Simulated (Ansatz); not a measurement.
Tb2I6 in a box, plane waves

Ansatz 0.2.0, DFT PBE, scalar-relativistic, plane waves, PAW, molecule in a box. The geometry was relaxed with Gaussian bases (B3LYP; Tb lcecp-1-SVP with ECP54, I def2-SVP with ECP28).

```yaml
crystal:
  lattice:
    - [13.36, 0.0, 0.0]
    - [0.0, 13.86, 0.0]
    - [0.0, 0.0, 16.34]
  atoms:
    - { symbol: Tb, position: [0.50011228, 0.49998341, 0.63289596], spin: 6.0 }
    - { symbol: Tb, position: [0.50011228, 0.49998341, 0.36700979], spin: 6.0 }
    - { symbol: I, position: [0.6633982, 0.49998341, 0.49995288] }
    - { symbol: I, position: [0.33682635, 0.49998341, 0.49995288] }
    - { symbol: I, position: [0.50011228, 0.67529149, 0.72450734] }
    - { symbol: I, position: [0.50011228, 0.32467532, 0.72450734] }
    - { symbol: I, position: [0.50011228, 0.67529149, 0.2753978] }
    - { symbol: I, position: [0.50011228, 0.32467532, 0.2753978] }
basis:
  ecutwfc: 420
  ecutrho_ratio: 4
kpoints:
  mp_grid: { grid: [1, 1, 1] }
hamiltonian:
  xc: pbe
scf:
  occupations: { method: gaussian, width: 0.01 }
output:
  forces: true
  eigenvalues: true
  populations: true
  hubbard: { sites: [{ species: Tb, l: f }] }
magnetization:
  spin_polarized: true
```

Command:
```sh
ansatz run input.yaml --threads 4 --pin off --max-ram 8192MiB --backend cpu --events-out ev --progress --plain --runs-dir out
```
It took 2 min on 4 threads of Arm Neoverse V1 (shared host), peak memory 2.7 GiB.

Problem. How does the SCF go?

Solution. 
```
SCF iter   1: F=—  HF=-64973.707108 eV  |F-HF|=—  |Δ(HF+E_count)|=         —  Δρ=7.58e-3 (↑3.58e-3 ↓7.58e-3)
Mixer restart at iter 1: flushing history
preconditioner: auto → none  [metal: Δε(μ)=0.007 eV  Ē_g=7.499 eV  σ=0.010 eV  W_gap=0.38  n_scr=228 (ndim 8)  ℏωp=5.4 eV  f_vac=0
SCF iter   2: F=—  HF=-64973.739409 eV  |F-HF|=—  |Δ(HF+E_count)|=   3.23e-2  Δρ=5.18e-3 (↑3.09e-3 ↓5.18e-3)
preconditioner: auto → Resta (q_TF=auto, 1.635 Å⁻¹)  ε∞=1.5  [insulator: Δε(μ)=0.014 eV  Ē_g=7.361 eV  σ=0.010 eV  W_gap=0.66  n_s
...
SCF iter  35: F=—  HF=-64974.095187 eV  |F-HF|=—  |Δ(HF+E_count)|=   8.06e-6  Δρ=1.39e-6 (↑4.45e-7 ↓1.39e-6)
SCF iter  36: F=—  HF=-64974.095187 eV  |F-HF|=—  |Δ(HF+E_count)|=   3.80e-7  Δρ=8.79e-7 (↑2.95e-7 ↓8.79e-7)
SCF iter  37: F=—  HF=-64974.095188 eV  |F-HF|=—  |Δ(HF+E_count)|=   1.15e-7  Δρ=9.28e-7 (↑8.07e-7 ↓9.28e-7)
SCF iter  38: F=—  HF=-64974.095188 eV  |F-HF|=—  |Δ(HF+E_count)|=   4.03e-9  Δρ=5.21e-7 (↑1.30e-7 ↓5.21e-7)
SCF iter  39: F=-64974.095187 eV  HF=-64974.095188 eV  |F-HF|=9.25e-8  |Δ(HF+E_count)|=   2.74e-8  Δρ=1.27e-6 (↑2.26e-7 ↓1.27e-6)
```

Problem. Which levels lie next to the highest filled one (eV, counted from it)?

Solution. Filled: -0.61, -0.59, -0.58, -0.55, -0.45, -0.43, -0.42, -0.37, -0.02, 0.00. Empty: 0.35, 0.38, 0.39, 0.43, 0.44, 0.45, 0.77, 0.78.

Problem. How is the f shell of Tb1 filled?

Solution. Natural occupations, full = 1; up: 0.99, 0.99, 1.00, 1.00, 1.00, 1.00, 1.00; down: 0.01, 0.02, 0.03, 0.04, 0.06, 0.08, 1.00; in all 8.21 e.

Problem. How is the f shell of Tb2 filled?

Solution. Natural occupations, full = 1; up: 0.99, 0.99, 1.00, 1.00, 1.00, 1.00, 1.00; down: 0.01, 0.02, 0.03, 0.04, 0.06, 0.08, 1.00; in all 8.21 e.

Problem. What forces are left at this geometry, relaxed with Gaussian bases (eV/Å)?

Solution. 
```
Tb   0.02  0.00 -0.10
Tb  -0.02  0.00  0.10
I   -0.22  0.00 -0.02
I    0.22  0.00  0.02
I   -0.01 -0.18 -0.09
I   -0.01  0.18 -0.09
I    0.01 -0.18  0.09
I    0.01  0.18  0.09
```

The open shells may stand above their lowest state.

The forces come from the other functional as well as from the basis.

No frequency check is given that shows the relaxed geometry to be a minimum. An lcecp potential fixes the number of 4f electrons, so in runs with it no electron can move into or out of that shell.
